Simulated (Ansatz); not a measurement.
# Al₃Cu: a line through an energy map

One line of a two-coordinate grid on Al₃Cu (Pm-3m, No. 221; 4 atoms in the cell): strain +e along z and -e/2 along x and y is varied, at strain +e along x and -e along y = −7.3 %.

Computed with Ansatz 0.2.0 (DFT LDA, scalar-relativistic, plane waves, PAW, unless a step's input says otherwise).

1 further run of the same task is left out (set aside as unsound or not needed).

## (1) The starting structure

It takes space group Pm-3m (No. 221, cubic). The conventional cell has a = 3.855 Å, b = 3.855 Å, c = 3.855 Å, α = 90.00°, β = 90.00°, γ = 90.00°. Al (site symmetry 4/mmm) is surrounded by 8 Al at 2.73 Å and 4 Cu at 2.73 Å. Cu (site symmetry m-3m) is surrounded by 12 Al at 2.73 Å.

As a file:

```cif
data_structure
_symmetry_space_group_name_H-M 'Pm-3m'
_symmetry_Int_Tables_number 221
_cell_length_a 3.8549
_cell_length_b 3.8549
_cell_length_c 3.8549
_cell_angle_alpha 90.000
_cell_angle_beta 90.000
_cell_angle_gamma 90.000
_cell_volume 57.28
loop_
_atom_site_label
_atom_site_type_symbol
_atom_site_symmetry_multiplicity
_atom_site_Wyckoff_symbol
_atom_site_fract_x
_atom_site_fract_y
_atom_site_fract_z
_atom_site_occupancy
Al1 Al 3 c 0.00000 0.50000 0.50000 1
Cu1 Cu 1 a 0.00000 0.00000 0.00000 1
```

It goes back to an entry of the Materials Project, which need not be the stable form.

It is the result of an earlier relaxation at this level (volume 14.32 Å³/atom; gap on the mesh: none (metal)).

## (2) Plan of the line

The energy is mapped over two homogeneous strains (x along [1 0 0], y along [0 1 0], z along [0 0 1] of the conventional cell).

- strain +e along x and -e along y: 7 values from −11.0 to 11.0 %
- strain +e along z and -e/2 along x and y: 7 values from −7.00 to 7.00 %

Nothing else is relaxed (symmetry fixes all fractional coordinates). Energies count from the relaxed crystal. Points are written as (first, second).

## (3) Grid point (−7.3 %, −7.00 %)

input.yaml reads:

```yaml
crystal:
  lattice:
    - [3.7072379332, 0.0, 0.0]
    - [0.0, 4.2723633164, 0.0]
    - [0.0, 0.0, 3.5850382426]
  atoms:
    - { symbol: Al, position: [0.0, 0.5, 0.5] }
    - { symbol: Al, position: [0.5, 0.0, 0.5] }
    - { symbol: Al, position: [0.5, 0.5, 0.0] }
    - { symbol: Cu, position: [0.0, 0.0, 0.0] }
basis:
  ecutwfc: 520.0
kpoints:
  mp_grid: { grid: [10, 10, 10] }
hamiltonian:
  xc: lda
  pseudopotentials: { kind: paw, azcp: { folder: soft_1 } }
scf:
  occupations: { method: gaussian, width: 0.15 }
output:
  forces: true
  stress: true
  eigenvalues: true
```

Command:

```sh
$ ansatz run input.yaml --threads 2 --pin off --max-ram 4096MiB --backend cpu --events-out ev --progress --plain --runs-dir out
```

Standard output, cut to the lines that bear on the results:

```text
Warning: <dir> the record states the generating functional pbe (its physics header spells it `PBE`), which answers neither for hamiltonian.xc's functional nor for the lda family's — results may be inconsistent (PPs are generated against a specific XC)
[...]
Warning: RAYON_NUM_THREADS=2 ignored (pool sized by the plan → 2); use --threads N
[...]
Pseudopotentials: kind: paw
Pseudopotential: Al, paw, valence charge 3, recommended cutoff 420 eV (normal), <dir>
Pseudopotential: Cu, paw, valence charge 19, recommended cutoff 420 eV (normal), <dir>
Functional definition: SPW92
[...]
Crystal: 4 atoms, lattice volume = 56.782 Å³
Basis set: ecut = 520 eV, 1535 PW (Γ)
Bands: 18, of which v1, the nominal top of the filled ones, is band 14 counted from 1 (13 counted from 0)
Symmetry: 8 space group operations
Space group: Pmmm (ITA 47), of the structure as read, at distance tolerance 3.8e-5 Å
k-points: 216 of 1000
[...]
SCF iter   1: F=—  HF=-8099.498465 eV  |F-HF|=—  |Δ(HF+E_count)|=         —  Δρ=4.18e-1  dr2=7.67e1  ethr=3.10e-3  ⟨swp⟩=5.9  Hψ=20177  notcnv=0
[...]
SCF iter  11: F=-8094.157213 eV  HF=-8094.157213 eV  |F-HF|=2.53e-10  |Δ(HF+E_count)|=   3.41e-8  Δρ=5.17e-7  dr2=3.17e-10  ethr=3.57e-10  ⟨swp⟩=5.0  Hψ=14003  notcnv=0
[...]
SCF converged after 11 iterations
Free energy (F): -8094.157213 eV
[...]
E sigma→0 (E₀):  -8094.149552 eV
Entropy (-TS):   -0.015322 eV (-3.831 meV/atom)
Fermi energy:    10.362584 eV
[...]
--- Forces (eV/Å), atoms counted from 1 ---
  atom   1  Al     0.00000000     0.00000000     0.00000000
  atom   2  Al     0.00000000    -0.00000000     0.00000000
  atom   3  Al     0.00000000     0.00000000     0.00000000
  atom   4  Cu     0.00000000    -0.00000000     0.00000000
[...]
--- Stress (GPa, compression-positive) ---
        7.131298      -0.000000       0.000000
       -0.000000      -7.100290       0.000000
        0.000000       0.000000       8.519370
  P = ⅓ Tr σ = 2.8501 GPa (28.501 kbar)
--- Band table (eV; the first three rows and the last of 216) ---
  k-point 0: bands = ["-102.2774", "-60.1108", "-60.1055", "-60.0455", "-1.0975", "5.4868", "6.0111", "6.4775", "6.5867", "6.6568", "6.6811", "8.5526", "8.7235", "9.2053", "11.1139", "12.2736", "15.9213", "16.5573"]
[...]
```

It took 18 s on 2 threads of Arm Neoverse N1, shared host; peak memory 0.49 GiB.

Energy on the map's scale: 82 meV/atom.

## (4) Point (−7.3 %, −4.67 %)

input.yaml, as its differences from that of step 3:

```diff
@@ -2,5 +2,5 @@
   lattice:
-    - [3.7072379332, 0.0, 0.0]
-    - [0.0, 4.2723633164, 0.0]
-    - [0.0, 0.0, 3.5850382426]
+    - [3.6623285832, 0.0, 0.0]
+    - [0.0, 4.2274539663, 0.0]
+    - [0.0, 0.0, 3.6748569426]
   atoms:
```

Command:

```sh
$ ansatz run input.yaml --threads 2 --pin off --max-ram 4096MiB --backend cpu --events-out ev --progress --plain --runs-dir out
```

Standard output, cut to the lines that bear on the results:

```text
Warning: <dir> the record states the generating functional pbe (its physics header spells it `PBE`), which answers neither for hamiltonian.xc's functional nor for the lda family's — results may be inconsistent (PPs are generated against a specific XC)
[...]
Warning: RAYON_NUM_THREADS=2 ignored (pool sized by the plan → 2); use --threads N
[...]
[... 4 set-up lines as earlier in the session ...]
[...]
Crystal: 4 atoms, lattice volume = 56.895 Å³
Basis set: ecut = 520 eV, 1527 PW (Γ)
Bands: 18, of which v1, the nominal top of the filled ones, is band 14 counted from 1 (13 counted from 0)
[... 2 set-up lines as earlier in the session ...]
k-points: 216 of 1000
[...]
SCF iter   1: F=—  HF=-8099.551103 eV  |F-HF|=—  |Δ(HF+E_count)|=         —  Δρ=4.18e-1  dr2=7.68e1  ethr=3.10e-3  ⟨swp⟩=5.8  Hψ=20098  notcnv=0
[...]
SCF iter  11: F=-8094.219123 eV  HF=-8094.219123 eV  |F-HF|=1.62e-10  |Δ(HF+E_count)|=   3.22e-8  Δρ=4.97e-7  dr2=2.33e-10  ethr=3.57e-10  ⟨swp⟩=5.0  Hψ=14041  notcnv=0
[...]
SCF converged after 11 iterations
Free energy (F): -8094.219123 eV
[...]
E sigma→0 (E₀):  -8094.209927 eV
Entropy (-TS):   -0.018392 eV (-4.598 meV/atom)
Fermi energy:    10.328201 eV
[...]
--- Forces (eV/Å), atoms counted from 1 ---
  atom   1  Al    -0.00000000     0.00000000     0.00000000
  atom   2  Al    -0.00000000     0.00000000     0.00000000
  atom   3  Al    -0.00000000     0.00000000     0.00000000
  atom   4  Cu    -0.00000000     0.00000000     0.00000000
[...]
--- Stress (GPa, compression-positive) ---
        6.804522       0.000000       0.000000
        0.000000      -6.836594       0.000000
        0.000000       0.000000       6.691986
  P = ⅓ Tr σ = 2.2200 GPa (22.200 kbar)
--- Band table (eV; the first three rows and the last of 216) ---
  k-point 0: bands = ["-102.2959", "-60.1233", "-60.1231", "-60.0703", "-1.1083", "5.5367", "5.9899", "6.5745", "6.5903", "6.6436", "6.6456", "8.7119", "8.7770", "8.8427", "11.1147", "12.0036", "16.2733", "16.3363"]
[...]
```

Wall time 18 s (2 threads of Arm Neoverse N1, shared host); peak memory 0.49 GiB.

On the map this point reads 66 meV/atom.

## (5) The run at (−7.3 %, −2.33 %)

input.yaml, as its differences from that of step 4:

```diff
@@ -2,5 +2,5 @@
   lattice:
-    - [3.6623285832, 0.0, 0.0]
-    - [0.0, 4.2274539663, 0.0]
-    - [0.0, 0.0, 3.6748569426]
+    - [3.6172264891, 0.0, 0.0]
+    - [0.0, 4.1823518723, 0.0]
+    - [0.0, 0.0, 3.7650611306]
   atoms:
```

Command:

```sh
$ ansatz run input.yaml --threads 2 --pin off --max-ram 4096MiB --backend cpu --events-out ev --progress --plain --runs-dir out
```

Standard output, cut to the lines that bear on the results:

```text
Warning: <dir> the record states the generating functional pbe (its physics header spells it `PBE`), which answers neither for hamiltonian.xc's functional nor for the lda family's — results may be inconsistent (PPs are generated against a specific XC)
[...]
Warning: RAYON_NUM_THREADS=2 ignored (pool sized by the plan → 2); use --threads N
[...]
[... 4 set-up lines as earlier in the session ...]
[...]
Crystal: 4 atoms, lattice volume = 56.960 Å³
Basis set: ecut = 520 eV, 1537 PW (Γ)
Bands: 18, of which v1, the nominal top of the filled ones, is band 14 counted from 1 (13 counted from 0)
[... 2 set-up lines as earlier in the session ...]
k-points: 216 of 1000
[...]
the search or the solves at the SCF's close seem to have found levels that the self-consistency loop had missed (the run counts 1). By its estimate they hold under 1e-12 electrons; where the run keeps them, the occupations were computed again with them
[...]
SCF converged after 11 iterations
Free energy (F): -8094.262185 eV
[...]
E sigma→0 (E₀):  -8094.253440 eV
Entropy (-TS):   -0.017490 eV (-4.373 meV/atom)
Fermi energy:    10.327656 eV
[...]
--- Forces (eV/Å), atoms counted from 1 ---
  atom   1  Al     0.00000000     0.00000000     0.00000000
  atom   2  Al     0.00000000     0.00000000     0.00000000
  atom   3  Al     0.00000000     0.00000000     0.00000000
  atom   4  Cu     0.00000000     0.00000000     0.00000000
[...]
--- Stress (GPa, compression-positive) ---
        6.787712       0.000000       0.000000
        0.000000      -6.133783       0.000000
        0.000000       0.000000       4.486173
  P = ⅓ Tr σ = 1.7134 GPa (17.134 kbar)
--- Band table (eV; the first three rows and the last of 216) ---
  k-point 0: bands = ["-102.2984", "-60.1234", "-60.1199", "-60.0805", "-1.1149", "5.5829", "5.9793", "6.5836", "6.6250", "6.6463", "6.7136", "8.2654", "8.9662", "9.0167", "10.8789", "12.0219", "16.0437", "16.6440"]
[...]
```

Wall time 23 s (2 threads of Arm Neoverse N1, shared host); peak memory 0.5 GiB.

That is 55 meV/atom from the zero.

## (6) Grid point (−7.3 %, 0.00 %)

input.yaml, as its differences from that of step 5:

```diff
@@ -2,5 +2,5 @@
   lattice:
-    - [3.6172264891, 0.0, 0.0]
-    - [0.0, 4.1823518723, 0.0]
-    - [0.0, 0.0, 3.7650611306]
+    - [3.5723171391, 0.0, 0.0]
+    - [0.0, 4.1374425223, 0.0]
+    - [0.0, 0.0, 3.8548798307]
   atoms:
```

Command:

```sh
$ ansatz run input.yaml --threads 2 --pin off --max-ram 4096MiB --backend cpu --events-out ev --progress --plain --runs-dir out
```

Standard output, cut to the lines that bear on the results:

```text
Warning: <dir> the record states the generating functional pbe (its physics header spells it `PBE`), which answers neither for hamiltonian.xc's functional nor for the lda family's — results may be inconsistent (PPs are generated against a specific XC)
[...]
Warning: RAYON_NUM_THREADS=2 ignored (pool sized by the plan → 2); use --threads N
[...]
[... 4 set-up lines as earlier in the session ...]
[...]
Crystal: 4 atoms, lattice volume = 56.976 Å³
Basis set: ecut = 520 eV, 1549 PW (Γ)
Bands: 18, of which v1, the nominal top of the filled ones, is band 14 counted from 1 (13 counted from 0)
[... 2 set-up lines as earlier in the session ...]
k-points: 216 of 1000
[...]
the search or the solves at the SCF's close may have found levels that the self-consistency loop had missed (the run counts none). By its estimate they hold under 1e-12 electrons; where the run keeps them, the occupations were computed again with them
[...]
SCF converged after 11 iterations
Free energy (F): -8094.280698 eV
[...]
E sigma→0 (E₀):  -8094.272359 eV
Entropy (-TS):   -0.016678 eV (-4.169 meV/atom)
Fermi energy:    10.338906 eV
[...]
--- Forces (eV/Å), atoms counted from 1 ---
  atom   1  Al     0.00000000     0.00000000     0.00000000
  atom   2  Al    -0.00000000     0.00000000     0.00000000
  atom   3  Al     0.00000000     0.00000000     0.00000000
  atom   4  Cu     0.00000000     0.00000000     0.00000000
[...]
--- Stress (GPa, compression-positive) ---
        7.417709       0.000000       0.000000
        0.000000      -5.423436       0.000000
        0.000000       0.000000       1.952025
  P = ⅓ Tr σ = 1.3154 GPa (13.154 kbar)
--- Band table (eV; the first three rows and the last of 216) ---
  k-point 0: bands = ["-102.2962", "-60.1182", "-60.1098", "-60.0886", "-1.1168", "5.6136", "5.9752", "6.6040", "6.6139", "6.6505", "6.8467", "7.8664", "9.0808", "9.2706", "10.5462", "12.1997", "15.8664", "16.3167"]
[...]
```

It took 22 s on 2 threads of Arm Neoverse N1, shared host; peak memory 0.5 GiB.

Energy on the map's scale: 51 meV/atom.

## (7) The run at (−7.3 %, 2.33 %)

input.yaml, as its differences from that of step 6:

```diff
@@ -2,5 +2,5 @@
   lattice:
-    - [3.5723171391, 0.0, 0.0]
-    - [0.0, 4.1374425223, 0.0]
-    - [0.0, 0.0, 3.8548798307]
+    - [3.5274077891, 0.0, 0.0]
+    - [0.0, 4.0925331723, 0.0]
+    - [0.0, 0.0, 3.9446985308]
   atoms:
```

Command:

```sh
$ ansatz run input.yaml --threads 2 --pin off --max-ram 4096MiB --backend cpu --events-out ev --progress --plain --runs-dir out
```

Standard output, cut to the lines that bear on the results:

```text
[...]
SCF converged after 11 iterations
Free energy (F): -8094.271263 eV
[...]
E sigma→0 (E₀):  -8094.262486 eV
Entropy (-TS):   -0.017554 eV (-4.389 meV/atom)
Fermi energy:    10.368131 eV
[...]
--- Forces (eV/Å), atoms counted from 1 ---
  atom   1  Al     0.00000000     0.00000000     0.00000000
  atom   2  Al    -0.00000000     0.00000000     0.00000000
  atom   3  Al     0.00000000     0.00000000     0.00000000
  atom   4  Cu     0.00000000     0.00000000     0.00000000
[...]
--- Stress (GPa, compression-positive) ---
        7.831594       0.000000       0.000000
        0.000000      -4.116229       0.000000
        0.000000       0.000000      -0.209141
  P = ⅓ Tr σ = 1.1687 GPa (11.687 kbar)
--- Band table (eV; the first three rows and the last of 216) ---
  k-point 0: bands = ["-102.2837", "-60.1014", "-60.0939", "-60.0838", "-1.1140", "5.6289", "5.9803", "6.6167", "6.6342", "6.6616", "6.9900", "7.5087", "9.1650", "9.5400", "10.2473", "12.4349", "15.7349", "15.9823"]
[...]
```

Run time: 19 s. Hardware: 2 threads of Arm Neoverse N1, shared host; peak memory 0.49 GiB.

Energy on the map's scale: 53 meV/atom.

## (8) Grid point (−7.3 %, 4.67 %)

input.yaml, as its differences from that of step 7:

```diff
@@ -2,5 +2,5 @@
   lattice:
-    - [3.5274077891, 0.0, 0.0]
-    - [0.0, 4.0925331723, 0.0]
-    - [0.0, 0.0, 3.9446985308]
+    - [3.4823056951, 0.0, 0.0]
+    - [0.0, 4.0474310782, 0.0]
+    - [0.0, 0.0, 4.0349027188]
   atoms:
```

Command:

```sh
$ ansatz run input.yaml --threads 2 --pin off --max-ram 4096MiB --backend cpu --events-out ev --progress --plain --runs-dir out
```

Standard output, cut to the lines that bear on the results:

```text
[...]
SCF converged after 11 iterations
Free energy (F): -8094.240091 eV
[...]
E sigma→0 (E₀):  -8094.231471 eV
Entropy (-TS):   -0.017239 eV (-4.310 meV/atom)
Fermi energy:    10.395218 eV
[...]
--- Forces (eV/Å), atoms counted from 1 ---
  atom   1  Al    -0.00000000     0.00000000     0.00000000
  atom   2  Al     0.00000000     0.00000000     0.00000000
  atom   3  Al    -0.00000000     0.00000000     0.00000000
  atom   4  Cu     0.00000000     0.00000000     0.00000000
[...]
--- Stress (GPa, compression-positive) ---
        7.744291       0.000000       0.000000
        0.000000      -2.130299       0.000000
        0.000000       0.000000      -1.750955
  P = ⅓ Tr σ = 1.2877 GPa (12.877 kbar)
--- Band table (eV; the first three rows and the last of 216) ---
  k-point 0: bands = ["-102.2634", "-60.0734", "-60.0732", "-60.0720", "-1.1069", "5.6235", "5.9959", "6.6293", "6.6738", "6.6763", "7.1440", "7.1868", "9.1631", "9.8264", "10.0671", "12.6986", "15.6459", "15.6676"]
[...]
```

Wall time 21 s (2 threads of Arm Neoverse N1, shared host); peak memory 0.5 GiB.

On the map this point reads 61 meV/atom.

## (9) Grid point (−7.3 %, 7.00 %)

input.yaml, as its differences from that of step 8:

```diff
@@ -2,5 +2,5 @@
   lattice:
-    - [3.4823056951, 0.0, 0.0]
-    - [0.0, 4.0474310782, 0.0]
-    - [0.0, 0.0, 4.0349027188]
+    - [3.437396345, 0.0, 0.0]
+    - [0.0, 4.0025217282, 0.0]
+    - [0.0, 0.0, 4.1247214188]
   atoms:
```

Command:

```sh
$ ansatz run input.yaml --threads 2 --pin off --max-ram 4096MiB --backend cpu --events-out ev --progress --plain --runs-dir out
```

Standard output, cut to the lines that bear on the results:

```text
[...]
SCF converged after 11 iterations
Free energy (F): -8094.190025 eV
[...]
E sigma→0 (E₀):  -8094.181776 eV
Entropy (-TS):   -0.016497 eV (-4.124 meV/atom)
Fermi energy:    10.442893 eV
[...]
--- Forces (eV/Å), atoms counted from 1 ---
  atom   1  Al     0.00000000     0.00000000     0.00000000
  atom   2  Al    -0.00000000     0.00000000     0.00000000
  atom   3  Al    -0.00000000    -0.00000000     0.00000000
  atom   4  Cu    -0.00000000     0.00000000     0.00000000
[...]
--- Stress (GPa, compression-positive) ---
        7.443712       0.000000       0.000000
        0.000000       0.376740       0.000000
        0.000000       0.000000      -2.751857
  P = ⅓ Tr σ = 1.6895 GPa (16.895 kbar)
--- Band table (eV; the first three rows and the last of 216) ---
  k-point 0: bands = ["-102.2384", "-60.0555", "-60.0494", "-60.0394", "-1.0952", "5.5915", "6.0206", "6.6490", "6.6932", "6.7202", "6.9015", "7.3078", "9.0368", "10.0546", "10.1279", "12.9788", "15.3826", "15.5987"]
[...]
```

Run time: 22 s. Hardware: 2 threads of Arm Neoverse N1, shared host; peak memory 0.5 GiB.

That is 73 meV/atom from the zero.

## (10) What came out

```
strain +e along z and -e/2 along x and y (%)  step  energy (meV/atom)  slope (meV/atom per %)  pressure (GPa)
                                       −7.00     3                 82                    −7.7            2.85
                                       −4.67     4                 66                    −5.8            2.22
                                       −2.33     5                 55                    −3.4            1.71
                                        0.00     6                 51                    −0.4            1.31
                                        2.33     7                 53                     2.3            1.17
                                        4.67     8                 61                     4.4            1.29
                                        7.00     9                 73                     6.1            1.69
```

Energies count from the relaxed crystal. Slopes come from the forces (and the stress, where the cell changes), not from differences of energies.

What this shows: Along the line the energy is lowest at 0.00 %, 51 meV/atom from the zero. A fit to energies and slopes at the lowest point and its two neighbours puts the minimum at 0.315 %, with a curvature of about 1.3 meV/atom per %². Divided by the reference volume, that is a stiffness of about 150 GPa for this pattern of strain. The well is lopsided: two grid steps out, the energy rises by 15 meV/atom towards smaller values and 10 meV/atom towards larger ones. The highest point computed, at −7.00 %, lies 31 meV/atom above the lowest. This is one cut through a surface in two coordinates; the map's lowest point lies off it.
